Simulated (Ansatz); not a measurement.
Run this with Ansatz 0.2.0, Python API and show what comes out.

Contents of `ch8npsi.xyz`:
```text
12

C     0.08040    1.74720   -0.59560
N    -0.35320    0.85280    0.43650
Si    0.42590   -0.59420    0.77210
P    -0.07570   -2.02500   -0.77080
H    -0.07840    1.34750   -1.62290
H    -0.60930    2.69430   -0.55820
H     1.09320    2.13370   -0.48090
H    -1.30540    0.67690    0.35000
H    -0.00790   -1.06270    2.14230
H     1.91950   -0.35780    0.78240
H    -1.46060   -2.29110   -0.25610
H     0.44860   -3.17680   -0.16490
```

`methods_ch8npsi.py`:
```python
# -*- coding: utf-8 -*-
"""One geometry of CH8NPSi, method by method."""

import ansatz as az

molecule = az.Crystal.molecule_from_extxyz("ch8npsi.xyz")

base = molecule.calculation().basis(gaussian="cc-pVDZ")

methods = ["mp2", "ccsd", "ccsd_t"]
reports = [base.correlation(m).run(threads=1, pin="off").report for m in methods]
print(f"Hartree-Fock reference {reports[0]['reference_energy_ev'] / 27.211386246:.6f} Ha")
best = reports[-1]["free_energy_ev"] - reports[-1]["reference_energy_ev"]
for method, each in zip(methods, reports):
    gained = each["free_energy_ev"] - each["reference_energy_ev"]
    print(f"{method:8s} total {each['free_energy_ev'] / 27.211386246:.6f} Ha  correlation {gained:9.4f} eV  ({100 * gained / best:.1f} % of the last)")
```

```console
$ python methods_ch8npsi.py
Hartree-Fock reference -726.640475 Ha
mp2      total -727.182762 Ha  correlation  -14.7564 eV  (86.9 % of the last)
ccsd     total -727.247691 Ha  correlation  -16.5232 eV  (97.3 % of the last)
ccsd_t   total -727.264606 Ha  correlation  -16.9835 eV  (100.0 % of the last)
```

Reading the output:
- Total energies depend on the basis set; only differences at equal settings carry meaning.
- The geometry is a force-field or estimated start, not a minimum of this method, and the basis set is short of its limit. A lower total doesn't mark the better method: functionals have no common bound, and MP2 and coupled cluster aren't variational.
- Inner cores stay frozen, so this is valence correlation.
- For Al to Cl the sets with a tight d function, cc-pV(X+d)Z, are usual.
- The whole script took 14 s on 1 thread of Intel(R) Xeon(R) 6975P-C (Granite Rapids), with other jobs on the host, peak memory 0.5 GiB.

(A comment or docstring line of the script was reworded after the run, the code is as it ran; lines on the test bed's own set-up are left out of the output.)
